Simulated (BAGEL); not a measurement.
# C2H5AlN2 (SMILES C#[C][Al]([NH2])[NH2]), step by step

Wanted: the energy (HF/def2-SVP), then a single-point energy (NEVPT2(2,2)/def2-SVP) of C2H5AlN2. 

Program for the calculation: BAGEL 1.2.2.

2 further runs of the same task are left out: 2 set aside as unsound or not needed.

**1. The molecule**

The species is C2H5AlN2 (10 atoms), meant as a singlet with charge 0. SMILES: `C#[C][Al]([NH2])[NH2]`. The N4–H8 distance was set to 1.359 Å, away from the relaxed value.

Bond lengths: C1–C2 1.210 Å, C2–Al3 1.908 Å, Al3–N4 1.763 Å, Al3–N5 1.763 Å, C1–H6 1.067 Å, N4–H7 1.006 Å, N5–H9 1.006 Å, N5–H10 1.006 Å. Angles: C1–C2–Al3 180.0°, C2–Al3–N4 118.9°, C2–Al3–N5 118.9°, N4–Al3–N5 122.2°, C2–C1–H6 180.0°, Al3–N4–H7 126.4°, Al3–N5–H9 123.3°, Al3–N5–H10 126.4°, H9–N5–H10 110.4°. A long bond or contact: N4–H8 1.359 Å.

**2. A single-point energy at HF/def2-SVP (density fitting with svp-jkfit) (run 1)**

input.json reads:

```json
{ "bagel": [

{
  "title": "molecule",
  "basis": "svp",
  "df_basis": "svp-jkfit",
  "angstrom": false,
  "geometry": [
    { "atom": "C", "xyz": [    -3.93106120,     2.68730015,     1.59519719 ] },
    { "atom": "C", "xyz": [    -1.99938315,     1.69046962,     0.88560503 ] },
    { "atom": "Al", "xyz": [     1.04609947,     0.11897338,    -0.23311284 ] },
    { "atom": "N", "xyz": [     1.01189543,    -3.13721371,    -0.93760273 ] },
    { "atom": "N", "xyz": [     3.79886352,     1.97260573,    -0.52734319 ] },
    { "atom": "H", "xyz": [    -5.63370444,     3.56583383,     2.22050756 ] },
    { "atom": "H", "xyz": [     2.48550386,    -4.17599616,    -1.54023640 ] },
    { "atom": "H", "xyz": [    -1.08621458,    -4.60186106,    -0.72508791 ] },
    { "atom": "H", "xyz": [     3.85101996,     3.83247418,    -0.13314632 ] },
    { "atom": "H", "xyz": [     5.50963258,     1.36883824,    -1.09501692 ] }
  ]
},

{ "title": "hf" },

{ "title": "print", "file": "orbitals.molden", "orbitals": true }

]}
```

On the command line:

```console
$ BAGEL_NUM_THREADS=1 BAGEL input.json > input.out
```

Standard output:

```text
* using 1 threads per process

  ===============================================================
  ===============================================================

  *** Geometry ***

  { "atom" : "C", "xyz" : [     -3.931061,      2.687300,      1.595197 ] },
  { "atom" : "C", "xyz" : [     -1.999383,      1.690470,      0.885605 ] },
  { "atom" : "Al", "xyz" : [      1.046099,      0.118973,     -0.233113 ] },
  { "atom" : "N", "xyz" : [      1.011895,     -3.137214,     -0.937603 ] },
  { "atom" : "N", "xyz" : [      3.798864,      1.972606,     -0.527343 ] },
  { "atom" : "H", "xyz" : [     -5.633704,      3.565834,      2.220508 ] },
  { "atom" : "H", "xyz" : [      2.485504,     -4.175996,     -1.540236 ] },
  { "atom" : "H", "xyz" : [     -1.086215,     -4.601861,     -0.725088 ] },
  { "atom" : "H", "xyz" : [      3.851020,      3.832474,     -0.133146 ] },
  { "atom" : "H", "xyz" : [      5.509633,      1.368838,     -1.095017 ] },

  Number of auxiliary basis functions:      522

  Since a DF basis is specified, we compute 2- and 3-index integrals:
    o Being stored without compression. Storage requirement is 0.041 GB

  Number of basis functions:       99
  Number of electrons      :       44

    * METHOD: MOLECULE                             0.30

  *** RHF ***

  === Nuclear Repulsion ===
   181.6775321418

      * DIIS with orbital gradients will be used.

  === RHF iteration (svp) ===
      0       -428.90214257          0.02089063           0.09
      1       -429.12262297          0.01246824           0.09
      2       -429.21558621          0.00154668           0.09
      3       -429.21758566          0.00054537           0.09
      4       -429.21780930          0.00012473           0.09
      5       -429.21782221          0.00004675           0.09
      6       -429.21782483          0.00002062           0.09
      7       -429.21782553          0.00000960           0.09
      8       -429.21782566          0.00000473           0.09
      9       -429.21782571          0.00000263           0.09
     10       -429.21782573          0.00000154           0.09
     11       -429.21782574          0.00000056           0.09
     12       -429.21782574          0.00000027           0.09
     13       -429.21782574          0.00000012           0.09
     14       -429.21782574          0.00000005           0.09
     15       -429.21782574          0.00000002           0.09
     16       -429.21782574          0.00000001           0.09
     17       -429.21782574          0.00000001           0.09
    * SCF iteration converged.

    * Permanent dipole moment:
           (   -0.238230,     0.159312,     0.095695) a.u.

    * METHOD: HF                                   1.83

    * METHOD: PRINT                                0.03

  ===============================================================
```

It took 2.3 s on 1 thread of Arm Neoverse V1, shared host; peak memory 0.15 GiB.

**3. The energy at NEVPT2(2,2)/def2-SVP (density fitting with svp-jkfit) (run 2)**

job.json reads:

```json
{ "bagel": [

{
  "title": "molecule",
  "basis": "svp",
  "df_basis": "svp-jkfit",
  "geometry": [
    { "atom": "C", "xyz": [    -3.93106120,     2.68730015,     1.59519719 ] },
    { "atom": "C", "xyz": [    -1.99938315,     1.69046962,     0.88560503 ] },
    { "atom": "Al", "xyz": [     1.04609947,     0.11897338,    -0.23311284 ] },
    { "atom": "N", "xyz": [     1.01189543,    -3.13721371,    -0.93760273 ] },
    { "atom": "N", "xyz": [     3.79886352,     1.97260573,    -0.52734319 ] },
    { "atom": "H", "xyz": [    -5.63370444,     3.56583383,     2.22050756 ] },
    { "atom": "H", "xyz": [     2.48550386,    -4.17599616,    -1.54023640 ] },
    { "atom": "H", "xyz": [    -1.08621458,    -4.60186106,    -0.72508791 ] },
    { "atom": "H", "xyz": [     3.85101996,     3.83247418,    -0.13314632 ] },
    { "atom": "H", "xyz": [     5.50963258,     1.36883824,    -1.09501692 ] }
  ]
},

{
  "title": "hf"
},

{
  "title": "casscf",
  "nstate": 1,
  "nact": 2,
  "nclosed": 21,
  "active": [18, 26],
  "maxiter": 200,
  "natocc": true
},

{
  "title": "nevpt2",
  "nstate": 1,
  "nact": 2,
  "nclosed": 21,
  "active": [18, 26],
  "maxiter": 200,
  "natocc": true,
  "ncore": 9
},

{
  "title": "print",
  "file": "orbitals.molden",
  "orbitals": true
}

]}
```

On the command line:

```console
$ BAGEL_NUM_THREADS=1 BAGEL job.json > job.out
```

Standard output:

```text
* using 1 threads per process

  ===============================================================
  ===============================================================

  *** Geometry ***

  { "atom" : "C", "xyz" : [     -3.931061,      2.687300,      1.595197 ] },
  { "atom" : "C", "xyz" : [     -1.999383,      1.690470,      0.885605 ] },
  { "atom" : "Al", "xyz" : [      1.046099,      0.118973,     -0.233113 ] },
  { "atom" : "N", "xyz" : [      1.011895,     -3.137214,     -0.937603 ] },
  { "atom" : "N", "xyz" : [      3.798864,      1.972606,     -0.527343 ] },
  { "atom" : "H", "xyz" : [     -5.633704,      3.565834,      2.220508 ] },
  { "atom" : "H", "xyz" : [      2.485504,     -4.175996,     -1.540236 ] },
  { "atom" : "H", "xyz" : [     -1.086215,     -4.601861,     -0.725088 ] },
  { "atom" : "H", "xyz" : [      3.851020,      3.832474,     -0.133146 ] },
  { "atom" : "H", "xyz" : [      5.509633,      1.368838,     -1.095017 ] },

  Number of auxiliary basis functions:      522

  Since a DF basis is specified, we compute 2- and 3-index integrals:
    o Being stored without compression. Storage requirement is 0.041 GB

  Number of basis functions:       99
  Number of electrons      :       44

    * METHOD: MOLECULE                             0.29

  *** RHF ***

  === Nuclear Repulsion ===
   181.6775321418

      * DIIS with orbital gradients will be used.

  === RHF iteration (svp) ===
      0       -428.90214257          0.02089063           0.08
      1       -429.12262297          0.01246824           0.08
      2       -429.21558621          0.00154668           0.09
      3       -429.21758566          0.00054537           0.08
      4       -429.21780930          0.00012473           0.08
      5       -429.21782221          0.00004675           0.08
      6       -429.21782483          0.00002062           0.08
      7       -429.21782553          0.00000960           0.09
      8       -429.21782566          0.00000473           0.09
      9       -429.21782571          0.00000263           0.09
     10       -429.21782573          0.00000154           0.09
     11       -429.21782574          0.00000056           0.08
     12       -429.21782574          0.00000027           0.08
     13       -429.21782574          0.00000012           0.08
     14       -429.21782574          0.00000005           0.09
     15       -429.21782574          0.00000002           0.09
     16       -429.21782574          0.00000001           0.08
     17       -429.21782574          0.00000001           0.09
    * SCF iteration converged.

    * Permanent dipole moment:
           (   -0.238230,     0.159312,     0.095695) a.u.

    * METHOD: HF                                   1.73

  ---------------------------
      CASSCF calculation
  ---------------------------

    ==== Active orbitals : =====
         Orbital 18
         Orbital 26
    ============================

    * nstate   :      1
    * nclosed  :     21
    * nact     :      2
    * nvirt    :     76
  === CASSCF iteration (svp) ===

    * Using the second-order algorithm

      0  0      -429.21920886     2.89e-04      0.03

      1  0      -429.24172700     1.65e-03      0.42

      2  0      -429.24709690     5.29e-04      0.48

      3  0      -429.24825664     1.28e-04      0.48

      4  0      -429.24828530     4.12e-05      0.51

      5  0      -429.24828615     1.30e-05      0.50

      6  0      -429.24828620     4.07e-06      0.52

      7  0      -429.24828620     1.26e-06      0.55

      8  0      -429.24828620     3.85e-07      0.50

      9  0      -429.24828620     1.17e-07      0.48

     10  0      -429.24828620     3.55e-08      0.46

     11  0      -429.24828620     1.07e-08      0.43

     12  0      -429.24828620     3.26e-09      0.36

    * Second-order optimization converged. *

     guess   0:   closed 1.                   open ..

  === FCI iteration ===

      0  0      -429.21695310     9.16e-02      0.00
      1  0      -429.24820431     3.81e-03      0.00
      2  0 *    -429.24828620     1.58e-15      0.00

     * ci vector, state   0, <S^2> = 0.0000
       2.     0.9856834158
       .2    -0.1686066542

    * METHOD: CASSCF                               5.92

    * freezing 9 orbitals

  === DF-NEVPT2 calculation ===

    * 3-index integral transformation done
    * assembly done

      NEVPT2 correlation energy:   -0.6264180930      0.29

          (+0)     -0.5586004377
          (+0)'    -0.0252365766
          (+1)     -0.0060368304
          (+1)'    -0.0000000000
          (+2)     -0.0004388459
          (-1)     -0.0301689941
          (-1)'     0.0000000000
          (-2)     -0.0059364083

      NEVPT2 total energy:       -429.8747042931

    * METHOD: NEVPT2                               0.45

    * METHOD: PRINT                                0.03

  ===============================================================
```

It took 8.7 s on 1 thread of Arm Neoverse V1, shared host; peak memory 0.15 GiB.

**4. What came out**

| quantity | value |
| --- | --- |
| run 1, HF/def2-SVP: total energy | -429.21783 Eh |
| run 1, HF/def2-SVP: dipole moment | 0.77 D |
| run 1, HF/def2-SVP: HOMO energy | -10.31 eV |
| run 1, HF/def2-SVP: LUMO energy | 3.14 eV |
| run 1, HF/def2-SVP: HOMO–LUMO gap | 13.45 eV |
| run 2, NEVPT2(2,2)/def2-SVP: total energy | -429.87470 Eh |
